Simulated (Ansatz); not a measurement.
**AlGaH₃NO: small, medium and large basis sets**

How large a basis does AlGaH₃NO need? Two functionals are run in growing sets.

Method: one geometry, several basis sets; program: Ansatz 0.2.0, Gaussian basis.

Levels to be run: PBE0-D4/def2-SVP; ωB97M-V/def2-SVP; PBE0-D4/def2-QZVPP; ωB97M-V/def2-QZVPP; the functionals' def2-TZVPP values are taken from earlier runs.

## 1. The relaxed structure

An earlier PBE0-D4/def2-TZVP relaxation fixed the geometry.

SMILES `[NH2][Al]1[O][GaH]1`, 7 atoms, charge 0, spin multiplicity 1.

Atoms are counted from 1 here; the program's logs count them from 0.

Bond lengths: N1–Al2 1.758 Å, N1–H5 1.008 Å, N1–H6 1.007 Å, Al2–O3 1.706 Å, Al2–Ga4 2.336 Å, O3–Ga4 1.875 Å, Ga4–H7 1.568 Å. Angles: Al2–N1–H5 124.8°, Al2–N1–H6 124.6°, H5–N1–H6 110.6°, N1–Al2–O3 137.0°, N1–Al2–Ga4 170.5°, O3–Al2–Ga4 52.5°, Al2–O3–Ga4 81.3°, Al2–Ga4–O3 46.2°, Al2–Ga4–H7 168.4°, O3–Ga4–H7 122.2°.

## 2. PBE0-D4 in def2-SVP

in.yaml

```yaml
crystal:
  periodic: [false, false, false]
  atoms:
    - {symbol: N, position_ang: [-1.331701, 1.325061, 0.297377]}
    - {symbol: Al, position_ang: [-0.125438, 0.089446, -0.029811]}
    - {symbol: O, position_ang: [1.218680, -0.586641, 0.774457]}
    - {symbol: Ga, position_ang: [1.294824, -1.596406, -0.804002]}
    - {symbol: H, position_ang: [-1.379766, 1.872736, 1.142281]}
    - {symbol: H, position_ang: [-2.070978, 1.583202, -0.335421]}
    - {symbol: H, position_ang: [2.394379, -2.687398, -1.044871]}
basis:
  gaussian: {orbitals: def2-SVP}
hamiltonian: {xc: pbe0, dispersion: d4}
output: {orbitals: {seedname: orbitals}}
```

Launch:

```
> ansatz run in.yaml --threads 2 --pin off --events-out ev --progress --plain --max-ram 22528MiB --backend cpu
```

After this run come: ωB97M-V in def2-SVP; PBE0-D4 in def2-QZVPP; ωB97M-V in def2-QZVPP.

Before running them: what should the planned runs give, taken together? Wanted: PBE0-D4: double and triple zeta above quadruple; ωB97M-V: double and triple zeta above quadruple.

**Answer**, as computed:

```
                                       quantity           value
PBE0-D4: double and triple zeta above quadruple  15.20, 1.61 eV
ωB97M-V: double and triple zeta above quadruple  15.19, 1.55 eV
```

PBE0-D4 gains 13.58 eV from double to triple zeta, then 1.61 eV more. These are total energies; as a rule much of such shifts cancels in differences, which this series doesn't test.
